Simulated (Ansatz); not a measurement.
# Hf3I2: the cost of one run

Computed with Ansatz 0.2.0 (DFT PBE, scalar-relativistic, plane waves, PAW, unless a step's input says otherwise).

**1. The structure to begin with**

It takes space group P-3m1 (No. 164, trigonal). Conventional cell: a = 4.707 Å, b = 4.707 Å, c = 7.323 Å, α = 90.00°, β = 90.00°, γ = 120.00°. Hf (site symmetry -3m) has 6 I at 3.26 Å as nearest neighbours. Hf (site symmetry 3m) has 4 I at 2.83 to 2.93 Å as nearest neighbours. I (site symmetry 3m) has 7 Hf at 2.83 to 3.26 Å as nearest neighbours.

Structure file:

```xyz
5
Lattice="4.7069 0.0000 0.0000 -2.3534 4.0763 0.0000 0.0000 0.0000 7.3231" Properties=species:S:1:pos:R:3 pbc="T T T"
Hf    0.0000    0.0000    0.0000
Hf    0.0000    2.7175    4.7234
Hf    2.3534    1.3588    2.5997
I     0.0000    2.7175    1.7942
I     2.3534    1.3588    5.5290
```

(A quick probe on a coarse mesh, which set the mesh and smearing, is not shown.)

**3. Relaxing cell and atoms**

input.yaml reads:

```yaml
crystal:
  lattice:
    - [4.7068758213, 0.0, 0.0]
    - [-2.3534379106, 4.0762740337, 0.0]
    - [0.0, 0.0, 7.3231342093]
  atoms:
    - { symbol: Hf, position: [0.0, 0.0, 0.0] }
    - { symbol: Hf, position: [0.3333333333, 0.6666666667, 0.645] }
    - { symbol: Hf, position: [0.6666666667, 0.3333333333, 0.355] }
    - { symbol: I, position: [0.3333333333, 0.6666666667, 0.245] }
    - { symbol: I, position: [0.6666666667, 0.3333333333, 0.755] }
basis:
  ecutwfc: 420
kpoints:
  mp_grid: { grid: [12, 12, 6] }
hamiltonian:
  xc: pbe
scf:
  occupations: { method: gaussian, width: 0.1 }
output:
  forces: true
  stress: true
  eigenvalues: true
  write_density: true
  write_potential: true
  elf: true
  volumetric_format: npy
relax:
  adjacent_minimum: "off"
  f_tol: 0.01
  max_steps: 80
  cell: { stress_tol: 0.05 }
```

Run with:

```bash
ansatz run input.yaml --threads 1 --pin off --max-ram 2560MiB --backend cpu --events-out ev --progress --plain --runs-dir out
```

Q: Estimate wall time and peak memory on 1 thread of Intel Xeon Platinum 8488C (Sapphire Rapids), shared host.

About 11 min, with a peak of 0.94 GiB.
